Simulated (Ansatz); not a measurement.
# CH₇OSbSi: up Jacob's ladder to CCSD(T)

Aim: compute CH₇OSbSi with functionals from several rungs and with coupled cluster. The yardstick is the atomisation energy at the CCSD(T) limit.

The runs use Ansatz 0.2.0, Gaussian basis; functionals in def2-TZVPP, the program's frozen cores in correlated methods.

The runs, in order: LDA (SPW92), PBE-D4, revPBE-D4, BLYP-D4, r2SCAN-D4, B97M-V, PBE0-D4, B3LYP-D4, r2SCANh-D4, r2SCAN0-D4, HSE06-D4, BHLYP-D4, CAM-B3LYP-D4, LC-ωPBE, ωB97X-V, ωB97M-V, B2PLYP, PBE-QIDH; CCSD(T)/def2-SVP; CCSD(T)/def2-TZVPP; MP2/def2-QZVPP; extrapolation to the limit; RPA on PBE.

### Step 1. Structure used throughout

All runs share one geometry, relaxed beforehand with PBE0-D4 in a triple-zeta def2 set. Sb takes the def2 core potential; no spin-orbit term is included.

SMILES `[OH][SbH][CH2][SiH3]`, 11 atoms, charge 0, spin multiplicity 1.

Atoms are counted from 1 here; the program's logs count them from 0.

Bond lengths: O1–Sb2 1.979 Å, O1–H5 0.960 Å, Sb2–C3 2.153 Å, Sb2–H6 1.714 Å, C3–Si4 1.875 Å, C3–H7 1.093 Å, C3–H8 1.094 Å, Si4–H9 1.484 Å, Si4–H10 1.484 Å, Si4–H11 1.492 Å. Angles: Sb2–O1–H5 110.9°, O1–Sb2–C3 95.0°, O1–Sb2–H6 92.6°, C3–Sb2–H6 92.5°, Sb2–C3–Si4 113.8°, Sb2–C3–H7 108.4°, Sb2–C3–H8 107.3°, Si4–C3–H7 110.0°, Si4–C3–H8 109.5°, H7–C3–H8 107.6°, C3–Si4–H9 111.1°, C3–Si4–H10 111.3°, C3–Si4–H11 108.6°, H9–Si4–H10 110.1°, H9–Si4–H11 108.1°, H10–Si4–H11 107.6°.

### Step 2. LDA

This LDA is Slater exchange with PW92 correlation.

Input file in.yaml:

```yaml
crystal:
  periodic: [false, false, false]
  atoms:
    - {symbol: O, position_ang: [-0.711466, 1.856035, -0.679162]}
    - {symbol: Sb, position_ang: [0.377639, 1.683989, 0.963721]}
    - {symbol: C, position_ang: [0.843959, -0.396774, 0.663128]}
    - {symbol: Si, position_ang: [-0.214429, -1.228325, -0.642613]}
    - {symbol: H, position_ang: [-0.367301, 2.549405, -1.246622]}
    - {symbol: H, position_ang: [-0.991710, 1.315749, 1.926883]}
    - {symbol: H, position_ang: [1.900559, -0.478506, 0.396263]}
    - {symbol: H, position_ang: [0.704604, -0.902508, 1.623020]}
    - {symbol: H, position_ang: [-1.658686, -1.030071, -0.365141]}
    - {symbol: H, position_ang: [0.117625, -0.732254, -2.000873]}
    - {symbol: H, position_ang: [0.064405, -2.693639, -0.618004]}
basis:
  gaussian: {orbitals: def2-TZVPP}
hamiltonian: {xc: lda}
output: {orbitals: {seedname: orbitals}}
```

Command:

```sh
$ ansatz run in.yaml --threads 4 --pin off --events-out ev --progress --plain --max-ram 10444MiB
```

The runs that follow: PBE-D4 (GGA); revPBE-D4 (GGA); BLYP-D4 (GGA); r2SCAN-D4 (meta-GGA); B97M-V (meta-GGA); B3LYP-D4 (hybrid); r2SCANh-D4 (hybrid); r2SCAN0-D4 (hybrid); HSE06-D4 (hybrid); BHLYP-D4 (hybrid); CAM-B3LYP-D4 (range-separated); LC-ωPBE (range-separated); ωB97X-V (range-separated); ωB97M-V (range-separated); B2PLYP (double hybrid); PBE-QIDH (double hybrid); CCSD(T) in def2-SVP; CCSD(T) in def2-TZVPP; MP2 in def2-QZVPP; RPA on PBE orbitals.

Q: Predict the results of all the runs planned. Wanted: atomisation energy, CCSD(T)/CBS; farthest beyond LDA; mean size of error, GGA; mean size of error, meta-GGA; mean size of error, hybrid; mean size of error, range-separated; mean size of error, double hybrid; gap, smallest and largest; T1 diagnostic.

**Answer**, as computed:

```
                               quantity                                                                         value
        atomisation energy, CCSD(T)/CBS                                                                 3476.9 kJ/mol
 functionals within 34.8 kJ/mol (1.0 %)  PBE-D4, BLYP-D4, r2SCAN-D4, B97M-V, B3LYP-D4, CAM-B3LYP-D4, ωB97X-V, ωB97M-V
                    farthest beyond LDA                                                      BHLYP-D4 (-108.4 kJ/mol)
                mean size of error, GGA                                                                   29.6 kJ/mol
           mean size of error, meta-GGA                                                                   17.3 kJ/mol
             mean size of error, hybrid                                                                   62.1 kJ/mol
    mean size of error, range-separated                                                                   27.6 kJ/mol
      mean size of error, double hybrid                                                                   76.2 kJ/mol
              gap, smallest and largest                                     4.15 eV (LDA (SPW92)), 10.58 eV (LC-ωPBE)
                          T1 diagnostic                                                                        0.0136
triples share of the correlation energy                                                                         3.4 %
```

The LDA atomisation energy is off by 457.0 kJ/mol (13 %): it overbinds. PBE-D4 is off by +3.7 kJ/mol. Double hybrids carry the basis error of their MP2 part in triple zeta, and no dispersion term here, so their miss is partly the set-up's. The rungs meta-GGA, range-separated, GGA miss on average by less than the doubt on the reference (34.8 kJ/mol), so they tie. Misses under about 34.8 kJ/mol are within the doubt on the reference itself, which lacks core-valence correlation, spin-orbit coupling and higher excitations, and its outer-core shells are covered unevenly. All levels share the lack of spin-orbit coupling, which lowers the free heavy atoms and so the true binding. Hartree-Fock recovers 70 % of the binding; the rest is correlation. CCSD(T) in def2-SVP is off by -297.1 kJ/mol, more than most functionals: a good method in a small basis is no reference. The gap grows from 4.1 to 10.6 eV across the functionals, mostly with the share of exact exchange. Correlated methods include outer-core shells of Sb, which these sets cover unevenly.
